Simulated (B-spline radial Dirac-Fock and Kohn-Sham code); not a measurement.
# Inner shells of Ni⁵⁺

Wanted for nickel as Ni⁵⁺: its two-hole states.

Program: B-spline radial Dirac-Fock and Kohn-Sham code, version 5. Model: a free atom or ion on a radial basis; each step names its model. All values are calculated, but those marked as tabulated.

## 1. What is computed

Nickel as Ni⁵⁺, configuration [Ar] 3d5.

| Item | Value |
| --- | --- |
| nuclear charge | 28 |
| electrons | 23 |
| mass number | 58 |
| nuclear rms radius | 3.7757 fm |

## 2. Double vacancies and Auger multiplets

Model: Dirac-Fock average of configuration, Delta-SCF, finite nucleus, first-order Breit with its frequency dependence, self-energy and vacuum polarisation; two-hole levels by intermediate coupling within the shell, Auger rates as independent-particle Coulomb matrix elements.

The item in task.json (cfg lists n, l and electrons):

```json
{
  "Z": 28,
  "q": 5,
  "cfg": [[1, 0, 2], [2, 0, 2], [2, 1, 6], [3, 0, 2], [3, 1, 6], [3, 2, 5]],
  "A": 58,
  "rrms": 3.7757,
  "tag": "ground",
  "do": ["double", "binding", "quiet"],
  "hv": [32.1, 32.3, 73.5, 236.0, 272.0, 331.0, 425.0, 431.0, 1030.0, 1450.0, 1720.0, 2030.0, 2460.0, 4820.0, 5160.0, 5340.0, 5480.0, 12100.0, 24700.0, 25500.0, 79600.0, 97600.0, 120000.0, 128000.0],
  "s": [0, 0.05, 0.1, 0.15, 0.2, 0.25, 0.3, 0.35, 0.4, 0.45, 0.5, 0.6, 0.7, 0.8, 0.9, 1.0, 1.1, 1.2, 1.4, 1.6, 1.8, 2.0, 2.5, 3.0, 3.5, 4.0, 5.0, 6.0],
  "pz": [0, 0.1, 0.2, 0.3, 0.4, 0.5, 0.6, 0.8, 1.0, 1.2, 1.4, 1.6, 1.8, 2.0, 2.5, 3.0, 4.0, 5.0, 7.0, 10.0, 15.0, 20.0, 30.0, 40.0, 60.0, 100.0],
  "hv_scatter": [1000, 5000, 8047.8, 17479.3, 20000, 30000, 50000, 1000000],
  "holes": ["K", "L1", "L2", "L3", "M1", "M2", "M3", "M4", "M5", "N1", "N2", "N3", "N4", "N5", "N6", "N7"]
}
```

On the command line:

```sh
> python xray_run.py task.json out
```

From the run's result record (rounded, not every field):

```text
status: converged
single_binding [eV]: {"K": 8445.449, "L1": 1128.702, "L2": 987.7651, "L3": 970.6736, "M1": 220.3679, "M2": 174.3694, "M3": 171.9716, "M4,5": 103.2206}
double_binding [eV]:
  KK: 17299.02
  KL2: 9545.735
  KL3: 9525.994
  KM2: 8656.452
  KM3: 8653.571
  L1L1: 2329.254
  L1L2: 2182.609
  L1L3: 2165.063
  L1M2: 1336.132
  L1M3: 1333.493
  L2L2: 2060.161
  L2L3: 2036.775
  L2M1: 1241.708
  L2M3: 1193.291
  L3L3: 2020.935
  L3M1: 1224.585
  L3M2: 1178.808
  M2M2: 377.4894
  M2M3: 373.2594
  M3M3: 371.3292
kalpha_Ln [eV]:
  - [0, 7469.057, 7766.428]
  - [1, 7500.564, 7799.201]
  - [2, 7533.26, 7833.168]
  - [3, 7567.161, 7868.342]
  - [4, 7602.279, 7904.735]
  - [5, 7638.624, 7942.352]
auger_lines [eV]:
  K-L123: [["L2L3", 2, 0.934633, 6403.67, 0.340499], ["L1L2", 1, 0.546828, 6241.58, 0.125961], ["L3L3", 2, 0.934633, 6429.15, 0.0444328], ["L1L1", 0, 0.983059, 6111.48, 0.0396905], ["L2L2", 0, 0.836604, 6381.21, 0.0305828], ["L1L3", 2, 1.0, 6290.78, 0.017896]]
  L2-M23: [["M2M3", 2, 0.852401, 612.65, 0.0979332], ["M2M3", 1, 1.0, 616.241, 0.0480341], ["M2M2", 0, 0.578021, 606.083, 0.0343616], ["M3M3", 0, 0.578021, 616.019, 0.0110887], ["M3M3", 2, 0.852401, 618.173, 0.0100377]]
  L3-M23: [["M3M3", 2, 0.852401, 601.082, 0.0773792], ["M2M3", 2, 0.852401, 595.558, 0.0730855], ["M2M3", 1, 1.0, 599.149, 0.0248427], ["M2M2", 0, 0.578021, 588.992, 0.0163616], ["M3M3", 0, 0.578021, 598.927, 0.0118999]]
```

Auger rows: leading holes, J, purity, kinetic energy, width; the six strongest of each group. kalpha_Ln rows: L holes, Kα centroid, hypersatellite. Left out are hole states that did not converge, or in which two open shells of one symmetry are about equally filled, where the average of configuration falls too low.

Run time: 39 s. Hardware: 1 thread of Arm Neoverse N1, shared host; peak memory 0.37 GiB.

Hole-hole repulsion U = E(ab) - E(a) - E(b), in eV:

```csv
holes,double,sum of singles,U
K K,17299.0,16890.9,408.1
K L2,9545.7,9433.2,112.5
K L3,9526.0,9416.1,109.9
K M2,8656.5,8619.8,36.63
K M3,8653.6,8617.4,36.15
L1 L1,2329.3,2257.4,71.85
L1 L2,2182.6,2116.5,66.14
L1 L3,2165.1,2099.4,65.69
L1 M2,1336.1,1303.1,33.06
L1 M3,1333.5,1300.7,32.82
L2 L2,2060.2,1975.5,84.63
L2 L3,2036.8,1958.4,78.34
L2 M1,1241.7,1208.1,33.58
L2 M3,1193.3,1159.7,33.55
L3 L3,2020.9,1941.3,79.59
L3 M1,1224.6,1191.0,33.54
L3 M2,1178.8,1145.0,33.77
M2 M2,377.5,348.7,28.75
M2 M3,373.3,346.3,26.92
M3 M3,371.3,343.9,27.39
```

## 3. What came out

| quantity | value |
| --- | --- |
| largest U, K K | 408.1 eV |
| Kα hypersatellite shift | +297.4 eV |
| strongest line of K-L123 | L2L3, J = 2, 6403.7 eV |

**Reading.** U runs from 26.92 eV (M2 M3) to 408.1 eV (K K). An empty K shell moves Kα up by 297 eV. In the K-L123 Auger group the L2L3 J = 2 line carries 54 % of the rate. The Hartree-Fock and Dirac-Fock values hold no electron correlation.
